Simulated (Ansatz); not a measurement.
This script drives Ansatz's Python interface.

Contents of `ch5alfno.xyz`:
```text
10

C    -0.87280    0.09180    1.41430
O     0.43680    0.34680    1.13560
Al    0.64860    0.63300   -0.69430
N     1.05850   -0.84310   -1.84650
F     0.60340    2.29310   -1.36950
H    -1.29720   -0.75650    0.88010
H    -1.01850   -0.02800    2.49610
H    -1.49150    1.04520    1.12390
H     0.18090   -1.48710   -1.67420
H     1.83480   -1.34640   -1.46260
```

The script, `ch5alfno.py`:
```python
"""Geometry optimisation of CH5AlFNO."""

import itertools
import warnings

import ansatz
from ase.data import atomic_numbers, covalent_radii
import numpy as np
import pandas as pd

warnings.simplefilter("ignore", ansatz.DeckWarning)

molecule = ansatz.Crystal.molecule_from_extxyz("ch5alfno.xyz")

setup = molecule.calculation()
setup = setup.basis(gaussian="cc-pVDZ")
setup = setup.functional("pbe")
symbols = [site.symbol for site in molecule.cartesian_sites]
start = np.array([site.position_ang for site in molecule.cartesian_sites], dtype=float)
def progress(event):
    if event["event"] == "relax_step":
        row = event["data"]
        print(f"step {row['step']:3d}  E = {row['lagrangian_ev']:.6f} eV  largest force component {row['allowed_force_max_ev_ang']:.4f} eV/A")


report = setup.relax(force_tolerance=0.005).session().plan().execute(on_event=progress).report
end = np.array(report["positions_ang"])

for key in ("converged", "free_energy_ev", "reference_energy_ev", "n_frozen", "n_occupied", "n_virtual"):
    print(f"{key:22s} {report[key]}")

# pairs closer than 1.2 times the sum of covalent radii, before or after
radius = [covalent_radii[atomic_numbers[s]] for s in symbols]
span = lambda where, i, j: np.linalg.norm(where[i] - where[j])
bonded = [(i, j) for i, j in itertools.combinations(range(len(symbols)), 2) if min(span(start, i, j), span(end, i, j)) < 1.2 * (radius[i] + radius[j])]
print("pair        before    after (A)")
for i, j in bonded:
    print(f"{symbols[i]}{i}-{symbols[j]}{j}".ljust(10), f"{span(start, i, j):8.4f} {span(end, i, j):8.4f}")

charges = report["charge_distribution"]
table = pd.DataFrame({"atom": symbols, "mulliken": charges["mulliken_charges_e"], "lowdin": charges["lowdin_charges_e"]})
print(table.round(3).to_string())
print("dipole (e A):", np.round(charges["dipole_moment_e_ang"], 4) + 0.0)
```

It is started by `python ch5alfno.py`. How long does it take on 1 thread of Arm Neoverse V1, on a shared host, and how much memory does it need?

It took about 96 s, with a peak of 0.29 GiB, for 1 run of the engine.

Running `python ch5alfno.py` prints:
```text
step   1  E = -13960.234562 eV  largest force component 3.2825 eV/A
step   2  E = -13960.709148 eV  largest force component 1.4713 eV/A
step   3  E = -13960.856637 eV  largest force component 0.9346 eV/A
step   4  E = -13960.960333 eV  largest force component 0.8054 eV/A
step   5  E = -13961.025604 eV  largest force component 0.2234 eV/A
step   6  E = -13961.059196 eV  largest force component 0.8524 eV/A
step   7  E = -13961.139238 eV  largest force component 0.4481 eV/A
step   8  E = -13961.211673 eV  largest force component 0.3648 eV/A
step   9  E = -13961.272501 eV  largest force component 0.3602 eV/A
step  10  E = -13961.315556 eV  largest force component 0.2498 eV/A
step  11  E = -13961.330033 eV  largest force component 0.3100 eV/A
step  12  E = -13961.363448 eV  largest force component 0.3451 eV/A
step  13  E = -13961.369485 eV  largest force component 0.6832 eV/A
step  14  E = -13961.408810 eV  largest force component 0.4289 eV/A
step  15  E = -13961.429414 eV  largest force component 0.0964 eV/A
step  16  E = -13961.431253 eV  largest force component 0.2630 eV/A
step  17  E = -13961.434584 eV  largest force component 0.0440 eV/A
step  18  E = -13961.434854 eV  largest force component 0.0104 eV/A
step  19  E = -13961.434939 eV  largest force component 0.0236 eV/A
step  20  E = -13961.435097 eV  largest force component 0.0021 eV/A
step  21  E = -13961.435128 eV  largest force component 0.0049 eV/A
step  22  E = -13961.435143 eV  largest force component 0.0051 eV/A
step  23  E = -13961.435152 eV  largest force component 0.0036 eV/A
converged              True
free_energy_ev         -13961.435196604725
reference_energy_ev    -13961.435196604725
n_frozen               0
n_occupied             [24, 24]
n_virtual              [75, 75]
pair        before    after (A)
C0-O1        1.3630   1.4187
C0-H5        1.0886   1.1130
C0-H6        1.0981   1.1130
C0-H7        1.1731   1.1136
O1-Al2       1.8642   1.7314
Al2-N3       1.9169   1.7784
Al2-F4       1.7927   1.7043
N3-H8        1.1021   1.0208
N3-H9        1.0017   1.0213
  atom  mulliken  lowdin
0    C     0.090  -0.031
1    O    -0.432   0.173
2   Al     0.633  -0.429
3    N    -0.259   0.200
4    F    -0.340   0.067
5    H     0.034  -0.004
6    H     0.033  -0.004
7    H     0.037   0.008
8    H     0.101   0.009
9    H     0.104   0.011
dipole (e A): [ 0.1179 -0.2636 -0.0261]
```

Caveats:
- These settings explore the input space; basis and method may be short of convergence.
- The end point is the stationary point reached from this start; no frequency run checks that it is a minimum, and the basis set is modest.
- The Löwdin charges here are taken after orthogonalising the functions within each atom; they differ from plain Löwdin charges, and their signs can be unphysical.
